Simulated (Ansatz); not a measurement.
# Bi: a tetragonal deformation path

The task here is to estimate one member of a computed series from the others.

Method: DFT PBEsol, scalar-relativistic, plane waves, PAW, in Ansatz 0.2.0.

**The system as given**

It takes space group I4/mmm (No. 139, tetragonal). Conventional cell: a = 8.515 Å, b = 8.515 Å, c = 2.861 Å, α = 90.00°, β = 90.00°, γ = 90.00°. Bi (site symmetry 4/mmm) is surrounded by 2 Bi at 2.86 Å.

Coordinates:

```cif
data_structure
_symmetry_space_group_name_H-M 'I4/mmm'
_symmetry_Int_Tables_number 139
_cell_length_a 8.5150
_cell_length_b 8.5150
_cell_length_c 2.8611
_cell_angle_alpha 90.000
_cell_angle_beta 90.000
_cell_angle_gamma 90.000
_cell_volume 207.44
loop_
_atom_site_label
_atom_site_type_symbol
_atom_site_symmetry_multiplicity
_atom_site_Wyckoff_symbol
_atom_site_fract_x
_atom_site_fract_y
_atom_site_fract_z
_atom_site_occupancy
Bi1 Bi 2 a 0.00000 0.00000 0.00000 1
```

Source of the structure: the Materials Project (structure only).

Set-up of the first run:

Input file input.yaml:

```yaml
crystal:
  lattice:
    - [-4.257482, 4.257482, 1.430564]
    - [4.257482, -4.257482, 1.430564]
    - [4.257482, 4.257482, -1.430564]
  atoms:
    - { symbol: Bi, position: [0.0, 0.0, 0.0] }
basis:
  ecutwfc: 420
kpoints:
  mp_grid: { grid: [6, 6, 6] }
hamiltonian:
  xc: pbesol
scf:
  occupations: { method: gaussian, width: 0.1 }
output:
  forces: true
  stress: true
  eigenvalues: true
```

Run with:

```sh
$ ansatz run input.yaml --threads 1 --pin off --max-ram 1228MiB --backend cpu --events-out ev --progress --plain --runs-dir out
```

Among the steps run: Quick check of gap, pressure and forces; Zero of the scan; Point ρ = 0.850; ρ = 1.200; ρ = 0.920; Point ρ = 1.100; At ρ = 0.960; Point ρ = 1.050; Point ρ = 0.800; Point ρ = 1.300.

One table of the session follows, with a row left open; its other results are not shown here.

The scan, with free energies counted from the undisturbed cell:

| ρ | ΔE (meV/atom) | pressure (GPa) |
| --- | --- | --- |
| 0.800 | 905.5 | 6.4 |
| 0.850 | 454.8 | 4.6 |
| 0.920 | 138.0 | 2.1 |
| 0.960 | ? | ? |
| 1.000 | 0.0 | -0.1 |
| 1.050 | 26.4 | -1.1 |
| 1.100 | 105.0 | -1.9 |
| 1.200 | 345.6 | -2.8 |
| 1.300 | 622.7 | -3.2 |

Estimate the missing values for ρ = 0.960.

Worked estimate for «ΔE (meV/atom)». A straight line through the neighbours (0.920, 138.0) and (1.000, 0.0) gives 138.0 + (0.0 − 138.0) × (0.960 − 0.920) / (1.000 − 0.920) = 69.0; a parabola fitted to 4 rows on both sides gives 39.8.

As computed: ΔE (meV/atom): 35.1; pressure (GPa): 1.1. In «ΔE (meV/atom)» the line misses by +33.9 and the parabola by +4.7.

Caveats from the session: Warnings in the runs' records: band edges overlap.
